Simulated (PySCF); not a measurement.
# SbH+: bond curves at several levels of theory

An exercise on one series of results from a longer session: the logs are not shown, and one member is left open.

The runs use PySCF 2.14.0; Sb def2-SVPD with ECP28, H def2-SVPD, scalar-relativistic core potentials.

The first run:

Settings of the job:

- atoms: Sb, H
- charge: 1
- basis: Sb def2-SVPD with ECP28, H def2-SVPD
- Hamiltonian: scalar-relativistic core potentials
- basis functions: 40
- electrons treated: 23
- masses in u: 120.9038, 1.0078
- levels: PBE0, PBE, r²SCAN, M06-2X, r²SCANh, BLYP, LC-ωPBE, HF, MP2, SCS-MP2, CCSD, CCSD(T)
- grid: 80 radial by 434 angular points
- occupations: held fixed by the projection of orbital angular momentum
- dissociation limit: Sb+ + H, each in its ground configuration
- starting distance in angstrom: 1.785
- values of 2S to try: 1, 3

Steps of the session up to this table: The job; The PBE0 curve of the state that the search chose; Excited determinants; PBE; r²SCAN (meta-GGA); M06-2X; r²SCANh (hybrid meta-GGA); BLYP (GGA); LC-ωPBE (range-separated hybrid); UHF; Correlated methods on the Hartree–Fock reference.

One of the session's tables, all rows but one given; the rest of the session is left out.

```
      level  Re (Å)  ωe (cm⁻¹)  De (eV)
        UHF   1.701       2102     1.72
    UHF-MP2   1.705       2042     2.35
UHF-SCS-MP2       ?          ?        ?
   UHF-CCSD   1.716       1969     2.51
UHF-CCSD(T)   1.717       1956     2.54
        PBE   1.740       1902     2.75
       BLYP   1.745       1875     2.81
     r²SCAN   1.722       1970     2.74
    r²SCANh   1.718       1991     2.71
       PBE0   1.722       1984     2.67
     M06-2X   1.716       2020     2.44
    LC-ωPBE   1.703       2075     2.62
```

**Question.** Estimate the row for UHF-SCS-MP2.

**Answer.** Re (Å): 1.707; ωe (cm⁻¹): 2031; De (eV): 2.44. In the column «Re (Å)» it lies between UHF-MP2 (1.705) and UHF-CCSD (1.716).

Caveats from the session: At some levels the lowest empty orbital lies below the highest filled one (the two can be of opposite spin).
